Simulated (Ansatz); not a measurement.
I need an atomisation energy of CH3BO2, SMILES OB1CO1. Use Ansatz's Python interface. Level of theory (for the species named): Hartree-Fock, 6-31G* basis, multiplicity 1.

| atom | x (Å) | y (Å) | z (Å) |
| --- | --- | --- | --- |
| O | -1.5533 | 0.7588 | -0.5688 |
| B | -0.4455 | -0.0449 | -0.3189 |
| C | 0.7991 | -0.2625 | 0.5572 |
| O | 0.2212 | -1.3427 | 0.0962 |
| H | -1.4944 | 1.0750 | -1.5427 |
| H | 0.6965 | -0.1156 | 1.6628 |
| H | 1.8377 | -0.1361 | 0.0687 |

`ch3bo2_tae.py`:
```python
'''Energy to split CH3BO2 into its atoms.'''

from collections import Counter

import ansatz

params = {
    'basis': '6-31G*',
    'functional': 'hf',
}


def energy(molecule, charge=0, unpaired=0):
    calc = (
        molecule.calculation()
        .basis(gaussian=params['basis'])
        .functional(params['functional'])
        .accuracy('medium')
        .scf(lower_state_search='light')
    )
    if charge:
        calc = calc.charge(charge)
    if unpaired:
        calc = calc.spin('collinear', total=unpaired)
    return calc.run(threads=1, backend='cpu').report['free_energy_ev']


def main() -> None:
    geometry_ang = [
        ('O', [-1.5533, 0.7588, -0.5688]),
        ('B', [-0.4455, -0.0449, -0.3189]),
        ('C', [0.7991, -0.2625, 0.5572]),
        ('O', [0.2212, -1.3427, 0.0962]),
        ('H', [-1.4944, 1.075, -1.5427]),
        ('H', [0.6965, -0.1156, 1.6628]),
        ('H', [1.8377, -0.1361, 0.0687]),
    ]
    molecule = ansatz.Crystal.molecule()
    for symbol, xyz in geometry_ang:
        molecule = molecule.atom(symbol, xyz)

    # unpaired electrons of the ground-state atoms
    unpaired = {'O': 2, 'B': 1, 'C': 2, 'H': 1}
    counts = Counter(site.symbol for site in molecule.cartesian_sites)
    atom_energy = {s: energy(ansatz.Crystal.molecule().atom(s, (0, 0, 0)), 0, unpaired[s]) for s in counts}
    whole = energy(molecule, 0, 0)
    for s, e in atom_energy.items():
        print(f'{s:2s} x{counts[s]}  {e:14.5f} eV')
    print(f'CH3BO2: {whole:.5f} eV')
    split = sum(counts[s] * e for s, e in atom_energy.items()) - whole
    print(f'atomisation energy (no zero-point term): {23.060548 * split:.1f} kcal/mol, {split / sum(counts.values()):.3f} eV an atom')


if __name__ == '__main__':
    main()
```

```console
$ python ch3bo2_tae.py
O  x2     -2034.97450 eV
B  x1      -667.27862 eV
C  x1     -1025.34844 eV
H  x3       -13.55761 eV
CH3BO2: -5822.48032 eV
atomisation energy (no zero-point term): 443.5 kcal/mol, 2.747 eV an atom
```

443.5 kcal/mol from the electronic energies, without the zero-point term.

What to keep in mind:
- The settings weren't tested for convergence.
- The geometry is a force-field or estimated start, not a minimum of this method, and the basis set is short of its limit. All parts are taken at fixed geometry, without zero-point energy.
- Hartree-Fock leaves correlation out, so bond, atomisation and ionisation energies come out well too low.
- Timing: 1 s on 1 thread of Arm Neoverse V1, on a shared host, peak memory 0.15 GiB.

(Lines on the test bed's own set-up are left out of the output.)
